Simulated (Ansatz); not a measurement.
# EuS3 under changes of volume

One of the cells (19.427 Å³/atom); the others are scaled copies at fixed shape and fractional positions:

```xyz
4
Lattice="-1.9582 1.9582 5.0660 1.9582 -1.9582 5.0660 1.9582 1.9582 -5.0660" Properties=species:S:1:pos:R:3 pbc="T T T"
Eu    0.0000    0.0000    0.0000
S     0.0000    0.0000    5.0660
S     1.9582    0.0000    2.5330
S     0.0000    1.9582    2.5330
```

The cell comes from a database or a generator and needn't be the stable form of this composition.

```yaml
Program: Ansatz 0.2.0
Functional: PBE
Potentials_or_basis: Ansatz PAW
Cutoff: "420 eV (not typed: the program's choice for these potentials)"
k_mesh: 10 × 10 × 10
Occupations: fermi-dirac, width 0.05 eV
Spin: collinear spin, ferromagnetic start
Starting_moments: "[7.0, 0.0, 0.0, 0.0] μB"
```

```tsv
volume (Å³/atom)	energy over the lowest point (meV/atom)	pressure (GPa)	moment (μB per cell)
18.261	?	?	?
18.650	10.64	3.9	6.09
19.038	3.38	2.2	6.09
19.427	0.00	0.7	6.10
19.815	0.12	-0.7	6.10
20.204	3.39	-1.9	6.11
20.592	9.48	-3.0	6.11
```

Task: What does the run at 18.261 Å³/atom give?

Result: Energy over the lowest point 22.23 meV/atom; pressure 5.8 GPa; moment 6.08 μB per cell.

Worked out: A Birch-Murnaghan fit of order 3 (a polynomial in V^(-2/3)) to the other rows has its minimum at 19.60 Å³/atom with B0 = V·E''(V) = 69 GPa and B' = 4.4 at fixed shape and positions, which overstates the stiffness. It gives 22.25 meV/atom at 18.261 Å³/atom, against the run's 22.23, and -dE/dV = 5.7 GPa, against 5.8. A straight line through the other rows of the moment, of slope 0.0118 μB per Å³/atom, extrapolates to 6.08 μB, against the run's 6.08.

Energies are extrapolated to zero smearing.

Caveats: a cell with one magnetic atom can't hold antiferromagnetic order, which such compounds often take; without U or exact exchange the open f shell lies at the Fermi level, which spoils levels, moments and volumes.
